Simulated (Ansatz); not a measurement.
# BPdRu3: the cost of one run

Computed with Ansatz 0.2.0 (DFT PBE, scalar-relativistic, plane waves, PAW, unless a step's input says otherwise).

1 further run of the same task is left out (it didn't finish).

### 1 The structure to begin with

Symmetry: Pm-3m, No. 221, cubic system. The conventional cell has a = 3.852 Å, b = 3.852 Å, c = 3.852 Å, α = 90.00°, β = 90.00°, γ = 90.00°. Around B (site symmetry m-3m) lie 6 Ru at 1.93 Å. Ru (site symmetry 4/mmm) has 2 B at 1.93 Å as nearest neighbours. Around Pd (site symmetry m-3m) lie 12 Ru at 2.72 Å.

Coordinates:

```xyz
5
Lattice="3.8518 0.0000 0.0000 0.0000 3.8518 0.0000 0.0000 0.0000 3.8518" Properties=species:S:1:pos:R:3 pbc="T T T"
B     1.9259    1.9259    1.9259
Ru    0.0000    1.9259    1.9259
Ru    1.9259    0.0000    1.9259
Ru    1.9259    1.9259    0.0000
Pd    0.0000    0.0000    0.0000
```

A structure generator made this guess: species swapped into a database cell of ErBPd3 (Pm-3m, No. 221), with Pd on the Er sites and Ru on the Pd sites. The dimensions are guesses.

### 2 The guess as it stands, on a coarse mesh

input.yaml

```yaml
crystal:
  lattice:
    - [3.8518032, 0.0, 0.0]
    - [0.0, 3.8518032, 0.0]
    - [0.0, 0.0, 3.8518032]
  atoms:
    - { symbol: B, position: [0.5, 0.5, 0.5] }
    - { symbol: Ru, position: [0.0, 0.5, 0.5] }
    - { symbol: Ru, position: [0.5, 0.0, 0.5] }
    - { symbol: Ru, position: [0.5, 0.5, 0.0] }
    - { symbol: Pd, position: [0.0, 0.0, 0.0] }
basis:
  ecutwfc: 420
kpoints:
  mp_grid: { grid: [4, 4, 4] }
hamiltonian:
  xc: pbe
scf:
  occupations: { method: gaussian, width: 0.1 }
  lower_state_search: "off"
output:
  forces: true
  stress: true
  eigenvalues: true
```

Started as:

```
> ansatz run input.yaml --threads 1 --pin off --max-ram 2560MiB --backend cpu --events-out ev --progress --plain --runs-dir out
```

Q: Estimate wall time and peak memory on 1 thread of Intel Xeon at 2.70GHz, shared host.

About 1.5 s, with a peak of 0.34 GiB.
